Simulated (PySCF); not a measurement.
# (H3Sn)2Se: geometry, NMR shifts and electronic excitations

Aim: predict the NMR shifts and electronic excitations of (H3Sn)2Se.

Programs: PySCF 2.14.0, with density-fitted response routines of our own. Each step states its level of theory. These are calculated values for one molecule in the gas phase, unless marked as measured. Atoms are numbered from 0 throughout.

## Step 1: The starting structure

9 atoms, charge 0, multiplicity 1; geometry from: GFN2-xTB. The atoms were then displaced at random by about 0.03 Å, so the start is not that level's minimum.

Bonds of the start (Å): Sn0–H1 1.63, Sn0–H2 1.76, Sn0–H3 1.73, Sn0–Se4 2.43, Se4–Sn5 2.53, Sn5–H6 1.65, Sn5–H7 1.73, Sn5–H8 1.72.

## Step 2: Relaxing the molecule at PBE0-D3(BJ)/def2-SVP

Job settings and geometry (Å):

```
{"job": {"xc": "PBE0", "basis": "def2-SVP", "d3": "d3bj", "grid": 1, "maxiter": 40, "shake": 0.03, "kind": "geom"}, "charge": 0, "multiplicity": 1}
Sn    -0.886740     0.175000    -1.669850
H      0.382880     0.451810    -2.660460
H     -2.289030    -0.286410    -2.632280
H     -1.230150     1.744050    -1.014310
Se    -0.597730    -1.536340     0.024160
Sn     0.906790    -0.333890     1.671290
H      0.297330     1.099540     2.204290
H      2.479430    -0.011770     1.021840
H      1.069970    -1.371440     3.029630
```

Run with:

```
> OMP_NUM_THREADS=1 python probes_run.py task.json out
```

One launch serves the whole session: the jobs run in the order shown.

Output:

```text
step   0  E = -2833.18016460  max force = 0.035130
step   1  E = -2833.18831265  max force = 0.009153
step   2  E = -2833.18957573  max force = 0.002225
step   3  E = -2833.18980884  max force = 0.001122
step   4  E = -2833.18983403  max force = 0.000333
step   5  E = -2833.18984526  max force = 0.000478
step   6  E = -2833.18984566  max force = 0.000763
step   7  E = -2833.18984164  max force = 0.000683
step   8  E = -2833.18983939  max force = 0.000798
step   9  E = -2833.18982594  max force = 0.000917
step  10  E = -2833.18982673  max force = 0.000735
step  11  E = -2833.18983407  max force = 0.000487
step  12  E = -2833.18983864  max force = 0.000318
step  13  E = -2833.18984053  max force = 0.000242
optimisation converged
```

Run time: 100 s. Hardware: 1 thread of Arm Neoverse V2, shared host; peak memory 0.47 GiB.

Step by step:

```
step  energy from step 0 (eV)  largest force component (eV/Å)
   0                   0.0000                          1.8065
   1                  -0.2217                          0.4707
   2                  -0.2561                          0.1144
   3                  -0.2624                          0.0577
   4                  -0.2631                          0.0171
   5                  -0.2634                          0.0246
   6                  -0.2634                          0.0392
   7                  -0.2633                          0.0351
   8                  -0.2633                          0.0410
   9                  -0.2629                          0.0472
  10                  -0.2629                          0.0378
  11                  -0.2631                          0.0250
  12                  -0.2632                          0.0164
  13                  -0.2633                          0.0124
```

Close pairs (by a distance rule), those that changed most:

```
   bond  before (Å)  after (Å)  change (Å)
Sn0–Se4       2.425      2.541      +0.116
 Sn0–H1       1.634      1.713      +0.079
 Sn5–H6       1.646      1.714      +0.068
 Sn0–H2       1.762      1.708      -0.054
 Sn0–H3       1.735      1.714      -0.021
 Sn5–H7       1.732      1.715      -0.017
Se4–Sn5       2.534      2.548      +0.014
 Sn5–H8       1.717      1.710      -0.007
```

The next job starts from the end point, and lists it.

```
                         at the end point                value
  point group (found at 0.08 Å tolerance)                   C2
rotational constants (GHz, main isotopes)  2.659, 0.561, 0.470
                        dipole moment (D)                 1.46
```

## Step 3: NMR shieldings: PBE0/def2-TZVP+pcSseg-1

Job settings and geometry (Å):

```
{"job": {"kind": "nmr", "xc": "PBE0", "basis": {"default": "pcSseg-1", "Sn": "def2-TZVP"}}, "charge": 0, "multiplicity": 1}
Sn    -0.910388     0.269371    -1.632839
H      0.622099     0.352209    -2.394211
H     -2.120044    -0.249614    -2.721720
H     -1.300226     1.785381    -0.935359
Se    -0.860694    -1.505777     0.184548
Sn     0.894040    -0.356736     1.631968
H      0.282864     1.138524     2.205397
H      2.310894    -0.080256     0.706064
H      1.214207    -1.422553     2.930463
```

Method: GIAO PBE0/pcSseg-1 Sn:def2-TZVP NMR shielding, scalar relativity only through core potentials, gas phase.

Output:

```text
coarse grid: 38216 points
cycle   1  E = -2830.4900214771  dE = -7.229e+01  |g| = 3.763e+00  |ddm| = 4.397e+01
cycle   2  E = -2828.3208664228  dE =  2.169e+00  |g| = 5.766e+00  |ddm| = 1.027e+01
cycle   3  E = -2833.2193666365  dE = -4.899e+00  |g| = 2.876e-01  |ddm| = 4.272e+00
cycle   4  E = -2833.2379080760  dE = -1.854e-02  |g| = 5.567e-02  |ddm| = 4.679e-01
cycle   5  E = -2833.2385533718  dE = -6.453e-04  |g| = 2.403e-02  |ddm| = 9.120e-02
cycle   6  E = -2833.2386712863  dE = -1.179e-04  |g| = 6.357e-03  |ddm| = 3.258e-02
cycle   7  E = -2833.2386806034  dE = -9.317e-06  |g| = 1.585e-03  |ddm| = 8.399e-03
final grid: 73400 points
cycle   8  E = -2833.2386218700  dE = -1.707e-07  |g| = 1.616e-03  |ddm| = 3.446e-03
cycle   9  E = -2833.2386218092  dE =  6.084e-08  |g| = 1.757e-03  |ddm| = 3.086e-03
cycle  10  E = -2833.2386223071  dE = -4.979e-07  |g| = 9.155e-05  |ddm| = 1.575e-03
cycle  11  E = -2833.2386223084  dE = -1.347e-09  |g| = 1.314e-05  |ddm| = 7.279e-05
cycle  12  E = -2833.2386223084  dE = -4.229e-11  |g| = 7.091e-06  |ddm| = 2.590e-05
converged SCF energy = -2833.2386223084

GIAO shielding tensors (ppm)
atom      isotropic    diamagn.    paramagn.     s11        s22        s33       span
  0 Sn         nan         nan         nan        nan        nan        nan        nan
  1 H       26.021      27.788      -1.767     17.574     20.524     39.966     22.392
  2 H       25.989      27.016      -1.027     17.462     19.638     40.868     23.406
  3 H       26.036      27.899      -1.863     17.520     20.794     39.795     22.275
  4 Se    2487.684    2998.903    -511.220   2459.265   2492.163   2511.623     52.359
  5 Sn         nan         nan         nan        nan        nan        nan        nan
  6 H       26.025      27.789      -1.764     17.590     20.502     39.981     22.391
  7 H       26.045      27.896      -1.851     17.539     20.820     39.776     22.237
  8 H       25.987      26.964      -0.977     17.536     19.570     40.855     23.319
```

It took 24 s on 1 thread of Arm Neoverse V2, shared host; peak memory 0.99 GiB.

The references, computed at this level on geometries of the same kind, shield at (ppm): ¹H TMS 31.27, ⁷⁷Se Me2Se 1770. Their shielding less the atom's gives the shift. The references are single molecules in the gas phase. Atoms listed in one row are averaged.

```
                 atoms                    environment  σ (ppm)  δ (ppm)
H1, H2, H3, H6, H7, H8  hydrogen on a Sn bonded to Se    26.02     5.25
                   Se4        selenium bonded to 2 Sn     2488     -718
```

Atoms past Kr carry core potentials, so their printed shieldings have no meaning and are left out of the table.

Charges from the same density, by scheme (e):

```
   atoms  Mulliken  ESP fit
Sn0, Sn5      0.29     0.25
     Se4     -0.39    -0.27
```

Mayer bond orders: Sn0–Se4 1.00, Se4–Sn5 1.00.

With diffuse functions Mulliken charges and Mayer bond orders lose their meaning; the other schemes are steadier.

Orbitals, density, ELF and potential are computed afterwards from the orbital file.

Frontier orbitals at PBE0/def2-TZVP+pcSseg-1, with the share of their density that lies nearest to each atom:

```
orbital  energy (eV)                       lies on
   HOMO        -6.80                      Se4 84 %
   LUMO        -1.01  Se4 31 %; Sn5 14 %; Sn0 11 %
```

ELF in a plane through or near 5 of the atoms.

Ten even steps from ' ' (0.00) to '@' (1.00):
```
                                                        
                                                        
                                                        
                                                        
                                                        
                  ....            ....                  
              ....::::::        ::::::....              
              ::::::::::::    ::::::::::::..            
          ..::::::==--::::    ::::--==::::::..          
      ..==++==::++**##--::::::::--##++++::==++==..      
      **@@@@@@--++--**--::====----##--++--%%@@@@**      
      %%@@@@@@##::++==::********::==++::##@@@@@@%%      
      %%@@@@@@@@==::::++**::..**++::::++@@@@@@@@%%      
      **@@@@@@@@++::--**--++**--**--::++@@@@@@@@**      
      ..%%@@@@##..  ::**--++**--**::  ..##@@@@%%..      
          ..::      ..++##****##++..      ::..          
                    ..--**%%%%**==..                    
                      ..--++++==::                      
                        ..::::..                        
                                                        
```
The map spans 11.9 Å across and 8.7 Å up, centred on the molecule. Atoms in the plane (x, y in Å): Sn0 (1.9, 0.0), H2 (3.3, -1.0), Se4 (0.0, -1.7), Sn5 (-1.9, 0.0), H8 (-3.3, -1.0).

log10 of the density (e/Å³) in the same plane.

Ten even steps from '0' (-4.0) to '9' (1.5):
```
0000000000000000000000000000
0000000000000000000000000000
0000000000000000000000000000
0000000111111001111110000000
0000001222222112222221000000
0000012334433223344332100000
0000123445544334455443210000
0001234556654444566554321000
0012344578765445677754432100
0012345689976556799865432100
0123456689976556799866543210
0123567778866666688777653210
0123567666666776666667653210
0123456555567997655556543210
0012344444567997654444432100
0001223333456676543333221000
0000111122345555433211110000
0000000012334444332100000000
0000000001223333221000000000
0000000000012222100000000000
```
The map spans 11.9 Å across and 8.7 Å up, centred on the molecule. Atoms in the plane (x, y in Å): Sn0 (1.9, 0.0), H2 (3.3, -1.0), Se4 (0.0, -1.7), Sn5 (-1.9, 0.0), H8 (-3.3, -1.0).

On the surface of density 0.002 e/bohr³ the electrostatic potential runs, from the 1st to the 99th percentile, from -0.81 V near Se4 to 1.55 V near Sn5.

## Step 4: TDDFT and polarisability: CAM-B3LYP/def2-SVPD

Settings changed since step 3:

```diff
@@ -1,2 +1,2 @@
-{"job": {"kind": "nmr", "xc": "PBE0", "basis": {"default": "pcSseg-1", "Sn": "def2-TZVP"}}, "charge": 0, "multiplicity": 1}
+{"job": {"kind": "uv", "xc": "CAM-B3LYP", "basis": "def2-SVPD", "ip": true, "nstates": 10}, "charge": 0, "multiplicity": 1}
 Sn    -0.910388     0.269371    -1.632839
```

Method: TDDFT CAM-B3LYP/def2-SVPD, vertical, gas phase, core orbitals frozen in the response.

Output:

```text
coarse grid: 38216 points
cycle   1  E = -2831.0777213927  dE = -4.539e+01  |g| = 3.348e+00  |ddm| = 1.132e+01
cycle   2  E = -2831.5537505406  dE = -4.760e-01  |g| = 3.280e+00  |ddm| = 1.031e+01
cycle   3  E = -2833.5369770943  dE = -1.983e+00  |g| = 1.656e-01  |ddm| = 3.365e+00
cycle   4  E = -2833.5407387423  dE = -3.762e-03  |g| = 1.400e-01  |ddm| = 3.674e-01
cycle   5  E = -2833.5440423878  dE = -3.304e-03  |g| = 1.393e-02  |ddm| = 1.742e-01
cycle   6  E = -2833.5441053896  dE = -6.300e-05  |g| = 4.096e-03  |ddm| = 2.986e-02
cycle   7  E = -2833.5441131339  dE = -7.744e-06  |g| = 1.151e-03  |ddm| = 9.430e-03
final grid: 73400 points
cycle   8  E = -2833.5440399092  dE = -6.064e-07  |g| = 9.320e-04  |ddm| = 3.748e-03
cycle   9  E = -2833.5440399879  dE = -7.871e-08  |g| = 9.429e-04  |ddm| = 2.827e-03
cycle  10  E = -2833.5440402305  dE = -2.426e-07  |g| = 9.841e-05  |ddm| = 1.302e-03
cycle  11  E = -2833.5440402338  dE = -3.298e-09  |g| = 3.275e-05  |ddm| = 1.778e-04
cycle  12  E = -2833.5440402347  dE = -9.445e-10  |g| = 2.728e-06  |ddm| = 1.498e-04
converged SCF energy = -2833.5440402347

Static polarisability (au): isotropic 115.657, principal 95.507 110.042 141.423

Singlet excitations
state   eV       nm        f      main configurations
  1   4.5335    273.5   0.02245   H->L 0.95
  2   4.7773    259.5   0.00025   H->L+1 0.90
  3   5.8323    212.6   0.00006   H->L+2 0.64, H->L+3 0.31
  4   5.9482    208.4   0.00024   H->L+3 0.65, H->L+2 0.32
  5   6.2027    199.9   0.12184   H-1->L 0.83
  6   6.3040    196.7   0.00558   H-1->L+1 0.53, H->L+5 0.23, H-2->L 0.14
  7   6.4560    192.0   0.07526   H-2->L 0.53, H->L+5 0.41
  8   6.7974    182.4   0.00009   H->L+4 0.90
  9   6.8893    180.0   0.01540   H->L+6 0.47, H-2->L+1 0.39
 10   6.9923    177.3   0.70549   H-1->L+1 0.38, H->L+5 0.29, H-2->L 0.23

Triplet excitations (Tamm-Dancoff, eV): 4.0654 4.4254 5.3400 5.5501
Vertical ionisation energy (delta-SCF) = 8.6661 eV
Vertical electron affinity (delta-SCF) = -0.3021 eV
```

It took 64 s on 1 thread of Arm Neoverse V2, shared host; peak memory 0.8 GiB.

Frontier orbitals and where they lie:

```
orbital      eV                         atoms
 HOMO−3  -10.64   Sn5 22 %, Sn0 20 %, H6 15 %
 HOMO−2   -9.76  Se4 41 %, Sn5 18 %, Sn0 18 %
 HOMO−1   -9.36  Se4 60 %, Sn5 13 %, Sn0 13 %
   HOMO   -8.01    Se4 78 %, Sn0 7 %, Sn5 7 %
   LUMO   -0.25  Se4 34 %, Sn5 20 %, Sn0 17 %
 LUMO+1    0.04  Se4 32 %, Sn0 21 %, Sn5 18 %
 LUMO+2    0.41    Sn0 29 %, Sn5 28 %, H2 8 %
```

With each of the 10 states as a Gaussian band of 0.4 eV half-width at 1/e, the curve within the window shown has maxima at 273 nm (ε 920), 178 nm (ε 30,000) L/(mol cm). Beyond the last state computed it falls off for lack of states. The curve at chosen wavelengths:

(nm, ε (L/mol/cm)): (170, 16545), (176, 29055), (182, 25808), (187, 17179), (193, 10815), (199, 8144), (205, 5592), (211, 2993), (216, 1456), (222, 495), (228, 143), (234, 57), (240, 85), (245, 168), (251, 334), (257, 547), (263, 752), (269, 886), (274, 915), (280, 852), (286, 713), (292, 543), (298, 381), (303, 269), (309, 167), (315, 98)

Leading natural transition orbitals of singlet state 10: the hole lies on Se4 61 %; Sn0 11 %; H3, H7 about 6 % each; the particle on Se4 24 %; Sn0 14 %; H1, H3 about 12 % each.

Leading natural transition orbitals of singlet state 1: the hole lies on Se4 86 %; the particle on Se4 35 %; Sn5 15 %; Sn0 10 %.

Ground-state properties from the same run:

```
           property  computed
  dipole moment (D)      1.38
polarisability (Å³)     17.14
 HOMO–LUMO gap (eV)      7.76
      −ε(HOMO) (eV)      8.01
```

## Step 5: Nuclear shieldings: KT2/def2-TZVP+pcSseg-1

Settings changed since step 4:

```diff
@@ -1,2 +1,2 @@
-{"job": {"kind": "uv", "xc": "CAM-B3LYP", "basis": "def2-SVPD", "ip": true, "nstates": 10}, "charge": 0, "multiplicity": 1}
+{"job": {"kind": "nmr", "xc": "KT2", "basis": {"default": "pcSseg-1", "Sn": "def2-TZVP"}, "pop": false}, "charge": 0, "multiplicity": 1}
 Sn    -0.910388     0.269371    -1.632839
```

With the program's defaults for keys left out, this is: GIAO KT2/pcSseg-1 Sn:def2-TZVP NMR shielding, scalar relativity only through core potentials, gas phase.

Output:

```text
coarse grid: 38216 points
cycle   1  E = -2841.9005356761  dE = -7.103e+01  |g| = 4.079e+00  |ddm| = 4.292e+01
cycle   2  E = -2827.1213563079  dE =  1.478e+01  |g| = 1.137e+01  |ddm| = 1.375e+01
cycle   3  E = -2844.9638059383  dE = -1.784e+01  |g| = 1.391e+00  |ddm| = 7.432e+00
cycle   4  E = -2845.3155323282  dE = -3.517e-01  |g| = 5.988e-01  |ddm| = 2.370e+00
cycle   5  E = -2845.4093957293  dE = -9.386e-02  |g| = 2.365e-01  |ddm| = 1.137e+00
cycle   6  E = -2845.4241657779  dE = -1.477e-02  |g| = 8.149e-02  |ddm| = 3.550e-01
cycle   7  E = -2845.4258875104  dE = -1.722e-03  |g| = 1.405e-02  |ddm| = 9.667e-02
cycle   8  E = -2845.4259395278  dE = -5.202e-05  |g| = 4.060e-03  |ddm| = 2.031e-02
cycle   9  E = -2845.4259434498  dE = -3.922e-06  |g| = 9.522e-04  |ddm| = 4.676e-03
final grid: 73400 points
cycle  10  E = -2845.4258731253  dE = -2.558e-08  |g| = 1.300e-03  |ddm| = 3.531e-03
cycle  11  E = -2845.4258722356  dE =  8.898e-07  |g| = 2.111e-03  |ddm| = 4.359e-03
cycle  12  E = -2845.4258735858  dE = -1.350e-06  |g| = 3.840e-04  |ddm| = 2.954e-03
cycle  13  E = -2845.4258736184  dE = -3.260e-08  |g| = 6.050e-05  |ddm| = 5.272e-04
cycle  14  E = -2845.4258736194  dE = -9.918e-10  |g| = 9.511e-06  |ddm| = 7.775e-05
converged SCF energy = -2845.4258736194

GIAO shielding tensors (ppm)
atom      isotropic    diamagn.    paramagn.     s11        s22        s33       span
  0 Sn         nan         nan         nan        nan        nan        nan        nan
  1 H       25.792      27.825      -2.032     17.502     20.359     39.516     22.014
  2 H       25.772      27.058      -1.286     17.407     19.546     40.362     22.955
  3 H       25.804      27.931      -2.127     17.457     20.618     39.336     21.879
  4 Se    2394.756    3003.759    -609.003   2362.381   2391.577   2430.310     67.929
  5 Sn         nan         nan         nan        nan        nan        nan        nan
  6 H       25.797      27.824      -2.027     17.518     20.341     39.532     22.015
  7 H       25.814      27.926      -2.111     17.480     20.645     39.318     21.838
  8 H       25.769      27.004      -1.234     17.479     19.480     40.348     22.869
```

Run time: 24 s. Hardware: 1 thread of Arm Neoverse V2, shared host; peak memory 1.1 GiB.

Key values: δ Se4 -673, H1 5.39 ppm (means over like atoms).

## Step 6: Comparing the runs: NMR shifts

Shifts (ppm), means over like atoms, with basis size and wall time:

```
                    run    H1   Se4  functions  time
PBE0/def2-TZVP+pcSseg-1  5.25  -718        171  24 s
 KT2/def2-TZVP+pcSseg-1  5.39  -673        171  24 s
```

## Step 7: What came out

| quantity | value |
| --- | --- |
| point group | C2 |
| rotational constants (main isotopes) | 2.66, 0.56, 0.47 GHz |
| ¹H shifts against TMS (PBE0/def2-TZVP+pcSseg-1, means over atoms taken as alike) | 5.25 ppm |
| ⁷⁷Se shifts against Me2Se (PBE0/def2-TZVP+pcSseg-1) | -718 ppm |
| surface potential, 1st and 99th percentile | -0.81 V and 1.55 V |
| lowest singlet (CAM-B3LYP/def2-SVPD) | 4.53 eV (273 nm), f = 0.022 |
| brightest single state of those computed | state 10, 6.99 eV, f = 0.705 |
| lowest triplet | 4.07 eV |
| vertical ionisation energy (ΔSCF) | 8.67 eV |
| vertical electron affinity (ΔSCF) | -0.30 eV (unbound: the value hangs on the basis) |
| range of the shift of Se4 | -718 to -673 ppm |

What this shows: The start was shaken at random, so part of the energy gained undoes that. Relaxing lowered the energy by 0.263 eV in 13 steps; the close pair that moved most is Sn0–Se4, from 2.425 to 2.541 Å. At PBE0/def2-TZVP+pcSseg-1: Shielding is most anisotropic at Se4 (span 52 ppm, paramagnetic term -511 ppm). At PBE0/def2-TZVP+pcSseg-1, counted by nearest atom on the grid, the HOMO lies on Se4 84 %, the LUMO on Se4 31 %; Sn5 14 %. The lowest singlet, at 4.53 eV, is HOMO→LUMO 0.95 and is weak; of the 10 states computed, the strongest absorption comes from state 10 at 6.99 eV (the last computed, so partners may be missing). The lowest triplet lies 0.47 eV below the lowest singlet (triplets in Tamm-Dancoff, singlets in full TDDFT). Spin-orbit coupling, left out, mixes singlets and triplets in elements this heavy. ΔSCF puts the ionisation energy at 8.67 eV, 0.66 eV above −ε(HOMO). In ppm, Se4 moves most: its shift spreads over 45 ppm, from -718 (PBE0/def2-TZVP+pcSseg-1) to -673 (KT2/def2-TZVP+pcSseg-1). Spin-orbit coupling is left out, which matters for shieldings and couplings at and beside the heavy atoms.
